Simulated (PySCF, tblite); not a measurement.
# C5H6F3Si radical: geometry, infrared bands and EPR parameters

What infrared bands and EPR parameters should C5H6F3Si radical (`[H]/[C]=C(\C[SiH3])C(F)=C(F)F`) show?

Programs: tblite 0.8.0 and PySCF 2.14.0, with density-fitted response routines of our own. Each step states its level of theory. These are calculated values for one molecule in the gas phase, unless marked as measured. Atoms count from 0, in the outputs and in this text.

## 1. The molecule as given

15 atoms, charge 0, multiplicity 2; geometry from: force field or distance geometry start.

Bonds of the start (Å): C0–C1 1.32, C1–C2 1.50, C2–Si3 1.86, C1–C4 1.46, C4–F5 1.35, C4–C6 1.33, C6–F7 1.34, C6–F8 1.37, C0–H9 1.09, C2–H10 1.12, C2–H11 1.12, Si3–H12 1.46, Si3–H13 1.46, Si3–H14 1.47.

## 2. Geometry optimisation with GFN2-xTB

The job: settings as JSON, then the geometry in Å.

```
{"job": {"kind": "relax", "xc": "GFN2-xTB", "basis": "xTB"}, "charge": 0, "multiplicity": 2}
C     -0.948500    -1.434800    -1.250600
C     -0.411300    -0.613800    -0.369000
C      1.020700    -0.767700     0.061500
Si     2.060200     0.732900    -0.294700
C     -1.230500     0.440500     0.223000
F     -0.740600     1.315900     1.132500
C     -2.499000     0.604100    -0.138400
F     -3.224600     1.583900     0.410400
F     -2.983400    -0.287200    -1.060100
H     -0.372600    -2.244100    -1.700200
H      1.400000    -1.646500    -0.511900
H      0.997100    -0.989900     1.160500
H      3.447200     0.386500     0.024400
H      1.948400     1.071800    -1.708000
H      1.532700     1.856500     0.493200
```

On the command line:

```sh
OMP_NUM_THREADS=1 python probes_run.py task.json out
```

The driver reads the jobs from task.json and runs them one after another.

Output:

```text
step      E/eV     max force
  0    -803.12938    2.139
  1    -803.29642    1.536
  2    -803.41542    0.942
  3    -803.48195    0.920
  4    -803.53256    0.648
  5    -803.55769    0.379
  6    -803.57132    0.322
  7    -803.58297    0.374
  8    -803.59448    0.344
  9    -803.60393    0.271
 10    -803.61066    0.187
 11    -803.61617    0.171
 12    -803.62316    0.222
 13    -803.63029    0.209
 14    -803.63589    0.241
 15    -803.63939    0.164
 16    -803.64169    0.127
 17    -803.64363    0.096
 18    -803.64539    0.122
 19    -803.64676    0.109
 20    -803.64778    0.105
 21    -803.64863    0.084
 22    -803.64959    0.082
 23    -803.65079    0.096
 24    -803.65207    0.115
 25    -803.65317    0.100
 26    -803.65407    0.091
 27    -803.65481    0.084
 28    -803.65540    0.079
 29    -803.65591    0.064
 30    -803.65641    0.061
 31    -803.65694    0.076
 32    -803.65746    0.058
 33    -803.65793    0.059
 34    -803.65842    0.061
 35    -803.65905    0.083
 36    -803.65982    0.089
 37    -803.66058    0.069
 38    -803.66122    0.051
 39    -803.66180    0.061
 40    -803.66243    0.071
 41    -803.66314    0.078
 42    -803.66383    0.073
 43    -803.66443    0.067
 44    -803.66501    0.059
 45    -803.66559    0.063
 46    -803.66608    0.057
 47    -803.66647    0.049
 48    -803.66680    0.049
 49    -803.66711    0.044
 50    -803.66735    0.038
 51    -803.66749    0.024
 52    -803.66759    0.028
 53    -803.66769    0.034
 54    -803.66783    0.028
 55    -803.66794    0.022
 56    -803.66800    0.016
 57    -803.66804    0.017
 58    -803.66809    0.022
 59    -803.66817    0.027
 60    -803.66825    0.025
 61    -803.66831    0.017
 62    -803.66835    0.013
 63    -803.66838    0.014
 64    -803.66842    0.019
 65    -803.66847    0.016
 66    -803.66851    0.017
 67    -803.66854    0.019
 68    -803.66860    0.019
 69    -803.66869    0.024
 70    -803.66880    0.026
 71    -803.66892    0.023
 72    -803.66906    0.030
 73    -803.66922    0.031
 74    -803.66941    0.035
 75    -803.66958    0.027
 76    -803.66971    0.028
 77    -803.66982    0.026
 78    -803.66996    0.026
 79    -803.67014    0.027
 80    -803.67035    0.027
 81    -803.67053    0.026
 82    -803.67068    0.023
 83    -803.67081    0.026
 84    -803.67095    0.027
 85    -803.67110    0.032
 86    -803.67124    0.041
 87    -803.67140    0.026
 88    -803.67154    0.021
 89    -803.67162    0.026
 90    -803.67177    0.036
 91    -803.67196    0.038
 92    -803.67214    0.030
 93    -803.67225    0.019
 94    -803.67230    0.017
 95    -803.67234    0.017
 96    -803.67239    0.018
 97    -803.67244    0.020
 98    -803.67247    0.010
 99    -803.67249    0.009
```

Wall time 2.4 s (1 thread of AMD EPYC, shared host); peak memory 0.18 GiB.

Step by step: (not every step is listed)

| step | energy from step 0 (eV) | largest force (eV/Å) |
| --- | --- | --- |
| 0 | 0.0000 | 2.1393 |
| 1 | -0.1670 | 1.5361 |
| 2 | -0.2860 | 0.9419 |
| 3 | -0.3526 | 0.9202 |
| 4 | -0.4032 | 0.6481 |
| 5 | -0.4283 | 0.3788 |
| 6 | -0.4419 | 0.3222 |
| 7 | -0.4536 | 0.3737 |
| 8 | -0.4651 | 0.3437 |
| 16 | -0.5123 | 0.1272 |
| 24 | -0.5227 | 0.1150 |
| 32 | -0.5281 | 0.0580 |
| 40 | -0.5331 | 0.0714 |
| 48 | -0.5374 | 0.0488 |
| 56 | -0.5386 | 0.0158 |
| 64 | -0.5390 | 0.0186 |
| 72 | -0.5397 | 0.0296 |
| 80 | -0.5410 | 0.0270 |
| 88 | -0.5422 | 0.0215 |
| 94 | -0.5429 | 0.0170 |
| 95 | -0.5430 | 0.0168 |
| 96 | -0.5430 | 0.0185 |
| 97 | -0.5431 | 0.0195 |
| 98 | -0.5431 | 0.0102 |
| 99 | -0.5431 | 0.0085 |

Close pairs (by a distance rule), those that changed most:

| bond | before (Å) | after (Å) | change (Å) |
| --- | --- | --- | --- |
| C2–Si3 | 1.860 | 1.915 | +0.055 |
| C6–F8 | 1.371 | 1.325 | -0.046 |
| C2–H11 | 1.121 | 1.090 | -0.031 |
| C0–H9 | 1.090 | 1.064 | -0.027 |
| C2–H10 | 1.116 | 1.089 | -0.026 |
| C0–C1 | 1.319 | 1.304 | -0.015 |
| C1–C2 | 1.503 | 1.516 | +0.013 |
| Si3–H14 | 1.470 | 1.460 | -0.011 |

The next job starts from the end point, and lists it.

## 3. Vibrational analysis with GFN2-xTB

The job: settings as JSON, then the geometry in Å.

```
{"job": {"kind": "ir", "xc": "GFN2-xTB", "basis": "xTB"}, "charge": 0, "multiplicity": 2}
C     -0.818695    -1.420363    -1.351914
C     -0.391416    -0.672585    -0.373058
C      1.021937    -0.751840     0.169664
Si     2.069043     0.747944    -0.395742
C     -1.259815     0.300067     0.288384
F     -0.770962     0.914184     1.385312
C     -2.495600     0.628837    -0.092727
F     -3.279618     1.504126     0.522993
F     -3.103874     0.119030    -1.153395
H     -0.414546    -2.165522    -1.994182
H      1.484318    -1.673826    -0.180859
H      0.974427    -0.798279     1.257653
H      3.420151     0.532317     0.121859
H      2.061964     0.758658    -1.859122
H      1.498271     1.985241     0.127567
```

Output:

```text
mode    cm-1     km/mol
  1      30.4      0.06
  2      66.7      0.27
  3      90.2      0.06
  4     130.1      0.66
  5     143.9      0.49
  6     161.4      1.74
  7     267.2      6.09
  8     315.5      3.66
  9     333.5      6.64
 10     373.3      4.05
 11     446.6     17.60
 12     480.7     10.81
 13     493.7      4.24
 14     516.7     23.43
 15     526.4      8.71
 16     574.0     17.91
 17     667.5     78.91
 18     681.5     22.38
 19     708.4     32.13
 20     751.4     19.65
 21     769.0    152.30
 22     779.9    186.76
 23     785.2    429.97
 24     825.0     85.68
 25     969.7    147.64
 26    1092.7     41.40
 27    1111.0     89.75
 28    1187.2     56.51
 29    1210.9    197.00
 30    1256.2     64.07
 31    1454.0      3.98
 32    1661.3      2.74
 33    1733.1    148.99
 34    2274.6    176.52
 35    2277.1    379.97
 36    2308.2    239.38
 37    2986.6     13.13
 38    3003.3     22.34
 39    3214.2      3.96
```

Run time: 1.7 s. Hardware: 1 thread of AMD EPYC, shared host; peak memory 0.18 GiB.

The strongest bands and the atoms that carry them (share of the mass-weighted mode):

| cm⁻¹ | km/mol | atoms |
| --- | --- | --- |
| 769 | 152.3 | H12 36 %, H13 19 % |
| 780 | 186.8 | H14 53 %, H13 38 % |
| 785 | 430.0 | H14 34 %, H12 32 %, H13 22 % |
| 1211 | 197.0 | C6 72 %, F8 15 %, F7 11 % |
| 1733 | 149.0 | C6 53 %, C4 41 % |
| 2275 | 176.5 | H13 60 %, H12 37 % |
| 2277 | 380.0 | H12 59 %, H13 36 % |
| 2308 | 239.4 | H14 97 % |

## 4. EPR parameters: B3LYP/pcH-1

Same as in step 3 but for these lines:

```diff
@@ -1,2 +1,2 @@
-{"job": {"kind": "ir", "xc": "GFN2-xTB", "basis": "xTB"}, "charge": 0, "multiplicity": 2}
+{"job": {"kind": "epr", "basis": "pcH-1"}, "charge": 0, "multiplicity": 2}
 C     -0.818695    -1.420363    -1.351914
```

Method: UKS B3LYP, pcH-1 on C F H Si, non-relativistic, mean-field spin-orbit, GIAO.

Output:

```text
UKS, coarse grid
  cycle   1  E = -782.92387342  |g| = 5.93e-01
  cycle   2  E = -782.72549707  |g| = 9.75e-01
  cycle   3  E = -783.04442346  |g| = 7.95e-02
  cycle   4  E = -783.04609887  |g| = 5.46e-02
  cycle   5  E = -783.04731390  |g| = 1.27e-02
  cycle   6  E = -783.04740670  |g| = 4.95e-03
  cycle   7  E = -783.04743475  |g| = 2.72e-03
  cycle   8  E = -783.04745391  |g| = 1.65e-03
  cycle   9  E = -783.04746093  |g| = 9.71e-04
UKS, final grid
  cycle   1  E = -783.04746684  |g| = 1.45e-03
  cycle   2  E = -783.04746497  |g| = 2.72e-03
  cycle   3  E = -783.04746860  |g| = 3.24e-04
  cycle   4  E = -783.04746884  |g| = 2.61e-04
  cycle   5  E = -783.04746918  |g| = 8.70e-05
  cycle   6  E = -783.04746918  |g| = 2.20e-05
E = -783.04746918 Eh   <S^2> = 0.7645 (exact 0.7500)
g shifts (ppm)      1          2          3
  rmc          -156       -156       -156
  gc             15         34         -5
  oz_so        -354        162        404
  total        -496         39        243
hyperfine (MHz)  atom isotope    a_iso     a_fc   dipolar eigenvalues
    0   13C     329.01     329.10    -85.74    -57.73    143.47
    1   13C     -18.55     -18.55    -21.34      2.10     19.24
    2   13C      67.70      67.72     -8.13     -6.92     15.05
    3  29Si       8.76       8.77     -0.28     -0.02      0.30
    4   13C      60.25      60.27     -5.01      1.68      3.32
    5   19F       9.05       9.04    -14.27      5.08      9.19
    6   13C      -3.92      -3.92    -10.56      4.25      6.31
    7   19F       0.50       0.53    -27.88      8.14     19.73
    8   19F     106.31     106.29    -48.75    -14.25     63.00
    9    1H      32.47      32.46    -33.11     -8.85     41.97
   10    1H      -1.06      -1.06     -6.44     -1.80      8.24
   11    1H       0.39       0.39     -4.28     -0.97      5.25
   12    1H       3.10       3.10     -0.76     -0.53      1.29
   13    1H       0.05       0.05     -1.45     -1.20      2.65
   14    1H      -0.01      -0.01     -0.88     -0.74      1.62
```

Wall time 3.9 min (1 thread of AMD EPYC, shared host); peak memory 0.96 GiB.

Principal g values 2.00182, 2.00236, 2.00256; g(iso) = 2.00225, against 2.00232 for a free electron.

Hyperfine couplings; where a row names several nuclei, a(iso) is their mean (it holds for fast rotation or exchange) and the dipolar term the largest among them:

| nuclei | isotope | a(iso) (MHz) | a(iso) (G, at g = 2.0023) | largest dipolar term (MHz) |
| --- | --- | --- | --- | --- |
| C0 | 13C | 329.0 | 117.4 | 143.5 |
| F8 | 19F | 106.3 | 37.9 | 63.0 |
| C2 | 13C | 67.7 | 24.2 | 15.0 |
| C4 | 13C | 60.3 | 21.5 | -5.0 |
| H9 | 1H | 32.5 | 11.6 | 42.0 |
| C1 | 13C | -18.6 | -6.6 | -21.3 |
| F5 | 19F | 9.1 | 3.2 | -14.3 |
| Si3 | 29Si | 8.8 | 3.1 | 0.3 |
| C6 | 13C | -3.9 | -1.4 | -10.6 |
| H12, H13, H14 | 1H | 1.0 | 0.4 | 2.7 |
| F7 | 19F | 0.5 | 0.2 | -27.9 |
| H10, H11 | 1H | -0.3 | -0.1 | 8.2 |

Mulliken spin populations:

C0 1.07; C1 -0.17; C2 0.07; Si3 0.00; C4 0.06; F5 0.00; C6 -0.04; F7 0.00; F8 0.00; H9 0.00; H10 0.00; H11 0.00; H12 0.00; H13 0.00; H14 0.00

In first order the couplings over 0.8 MHz of 19F, 1H give 32 distinct lines over 53.9 G, if the averaged nuclei exchange fast.

The fields below are evaluated on a grid from the run's orbitals.

ELF in a plane through or near 6 of the atoms.

Values, 10 rows by 14 columns:
```
0.00 0.00 0.00 0.00 0.00 0.00 0.00 0.00 0.00 0.00 0.00 0.00 0.00 0.00
0.00 0.00 0.00 0.00 0.00 0.00 0.00 0.00 0.00 0.00 0.00 0.00 0.00 0.00
0.00 0.00 0.00 0.01 0.29 0.99 0.94 0.00 0.00 0.00 0.11 0.06 0.00 0.00
0.00 0.01 0.62 0.53 0.51 1.00 0.98 0.01 0.02 0.03 0.79 0.78 0.12 0.00
0.00 0.17 0.99 1.00 0.32 0.52 0.21 0.16 0.79 0.87 0.47 0.27 0.07 0.00
0.00 0.01 0.27 0.30 0.22 0.45 0.18 0.64 0.22 0.13 0.61 0.81 0.11 0.00
0.00 0.00 0.00 0.00 0.01 0.03 0.06 0.66 0.80 0.14 0.42 0.23 0.00 0.00
0.00 0.00 0.00 0.00 0.00 0.00 0.64 1.00 0.76 0.59 0.01 0.00 0.00 0.00
0.00 0.00 0.00 0.00 0.00 0.00 0.25 0.91 0.14 0.01 0.00 0.00 0.00 0.00
0.00 0.00 0.00 0.00 0.00 0.00 0.00 0.00 0.00 0.00 0.00 0.00 0.00 0.00
```
The map spans 12.0 Å across and 10.8 Å up, centred on the molecule. Atoms in the plane (x, y in Å): C0 (0.7, -1.8), Si3 (-2.0, 0.6), C6 (2.5, 0.5), F7 (3.4, 1.5), H9 (0.3, -2.8), H12 (-3.4, 0.8).

On the surface of density 0.002 e/bohr³ the electrostatic potential runs, from the 1st to the 99th percentile, from -0.56 V near F5 to 1.27 V near H9.

The spin density lies nearest to C0 68 %; C1 10 % (both signs).

## 5. Summary of results

```
                                 quantity                 value
strongest single infrared mode (GFN2-xTB)  785 cm⁻¹, 430 km/mol
             zero-point energy (GFN2-xTB)         55.3 kcal/mol
                           g(iso) (B3LYP)               2.00225
                                     ⟨S²⟩    0.765 (exact 0.75)
       largest a(iso) (averaged by class)  13C on C0, 329.0 MHz
    surface potential, 1st and 99th percentile    -0.56 V and 1.27 V
```

**Reading.** The optimisation took 99 steps and gained 0.543 eV; among the close pairs (by a distance rule), C2–Si3 changed most, from 1.860 to 1.915 Å. All 39 modes are real, so the xTB geometry is a minimum. The strongest single mode, at 785 cm⁻¹, is carried by H14, H12, H13. GFN2-xTB is a fitted tight-binding method: band positions and strengths are rough. Its intensities can rank the bands wrongly. C0 carries the largest spin population, 1.07 e. The isotropic g lies 0.1 ppt below the free-electron value.
